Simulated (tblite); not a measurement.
# C2H9F5N2Si3: the cost of one run

Computed with tblite 0.8.0 (tight binding) and PySCF 2.14.0 (DFT, with response routines of our own); each step states its level. Atoms count from 0 throughout.

## (1) The molecule as given

21 atoms, charge 0, multiplicity 1; geometry from: MMFF94s geometry.

Bonds of the start (Å): C0–H12 1.08, C0–H13 1.09, C0–H14 1.11, C0–Si1 1.84, C9–H18 1.10, C9–H19 1.09, C9–H20 1.09, N3–H16 1.01, N3–Si4 1.67, N7–H17 1.01, N7–Si8 1.68, Si1–F2 1.61, Si1–H15 1.50, Si1–N3 1.69, Si4–F5 1.58, Si4–F6 1.59, Si4–N7 1.66, Si8–C9 1.84, Si8–F10 1.60, Si8–F11 1.61.

## (2) GFN2-xTB relaxation, conformer 1

What the job is given:

```
{"job": {"xc": "GFN2-xTB", "basis": "xTB", "kind": "relax"}, "charge": 0, "multiplicity": 1}
C      3.630200     0.903300     0.357700
Si     2.511200    -0.557800     0.240000
F      3.295900    -1.702000    -0.575700
N      1.104200    -0.276300    -0.650100
Si    -0.061100     0.332900     0.384100
F     -0.603500    -0.779000     1.368400
F      0.511500     1.593000     1.167500
N     -1.201100     0.884700    -0.685500
Si    -2.476000    -0.197200    -0.843400
C     -3.649700    -0.277500     0.574700
F     -1.885000    -1.643100    -1.172000
F     -3.297700     0.296900    -2.132500
H      3.848000     1.306700    -0.623900
H      4.575200     0.645600     0.834700
H      3.168500     1.722700     0.945700
H      2.203200    -1.135900     1.590000
H      0.786700    -1.187600    -0.961300
H     -0.751200     0.962900    -1.587800
H     -4.041900     0.716200     0.826700
H     -4.495600    -0.916800     0.342500
H     -3.180700    -0.674500     1.477000
```

Started as:

```
> OMP_NUM_THREADS=1 python ens_run.py task.json out
```

This one command runs the whole study; its stages follow in the order run.

Q: Estimate the wall time of this first job on 1 thread of Arm Neoverse V1, shared host.

About 5.1 s.
